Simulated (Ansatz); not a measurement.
**GeH₅S+: single points off equilibrium**

The task here is to estimate one member of a computed series from the others.

Program: Ansatz 0.2.0, Gaussian basis. Level of theory: single points in def2-TZVPP. These are calculated values, not measurements.

Cores are frozen in the correlated methods. Filled d shells of the heavier atoms are correlated.

### The starting structure

SMILES `[SH2+][GeH3]`, 7 atoms, charge 1, spin multiplicity 1.

Atoms are counted from 1 here; the program's logs count them from 0.

Bond lengths: S1–Ge2 2.295 Å, S1–H3 1.340 Å, S1–H4 1.350 Å, Ge2–H5 1.505 Å, Ge2–H6 1.525 Å, Ge2–H7 1.454 Å. Angles: Ge2–S1–H3 97.5°, Ge2–S1–H4 103.2°, H3–S1–H4 97.4°, S1–Ge2–H5 101.6°, S1–Ge2–H6 95.2°, S1–Ge2–H7 101.2°, H5–Ge2–H6 123.6°, H5–Ge2–H7 116.4°, H6–Ge2–H7 112.3°.

Geometry (Å):

```xyz
7
GeH5S
S    -0.1774   -1.3313   -0.4741
Ge    0.3233    0.8722   -0.0736
H    -0.0143   -1.7791    0.7779
H    -1.5268   -1.3432   -0.4876
H    -0.1023    1.5176   -1.3650
H    -0.4792    0.9642    1.2195
H     1.7546    0.7972    0.1699
```

Set-up of the first run:

The input, run/in.yaml:

```yaml
crystal:
  periodic: [false, false, false]
  atoms:
    - {symbol: S, position_ang: [-0.177386, -1.331289, -0.474116]}
    - {symbol: Ge, position_ang: [0.323263, 0.872184, -0.073588]}
    - {symbol: H, position_ang: [-0.014269, -1.779132, 0.777922]}
    - {symbol: H, position_ang: [-1.526844, -1.343231, -0.487566]}
    - {symbol: H, position_ang: [-0.102307, 1.517560, -1.365000]}
    - {symbol: H, position_ang: [-0.479181, 0.964178, 1.219535]}
    - {symbol: H, position_ang: [1.754617, 0.797231, 0.169906]}
basis:
  gaussian: {orbitals: def2-TZVPP}
total_charge: 1
hamiltonian: {xc: pbe, dispersion: d4}
output: {forces: true}
```

On the command line:

```
$ ansatz run in.yaml --threads 2 --pin off --events-out ev --progress --plain --max-ram 3481MiB
```

Steps of the session up to this table: PBE-D4/def2-TZVPP; r2SCAN-D4/def2-TZVPP; PBE0-D4/def2-TZVPP; wB97M-V/def2-TZVPP; CCSD(T)/def2-TZVPP.

One table of the session follows, with a row left open; its other results are not shown here.

```
   method  RMS force component (eV/Å)  angle to CCSD(T) forces (°)
   PBE-D4                       0.619                         17.8
r2SCAN-D4                       0.538                          8.0
  PBE0-D4                       0.546                          7.9
  wB97M-V                           ?                            ?
  CCSD(T)                       0.532                    reference
```

Q: Estimate the row for wB97M-V from the others.

**Answer.** RMS force component (eV/Å): 0.532; angle to CCSD(T) forces (°): 1.3.

To keep in mind: The reference is not at the basis limit: in triple zeta CCSD(T) underbinds, which counts against methods that bind more; the gaps are no ranking.
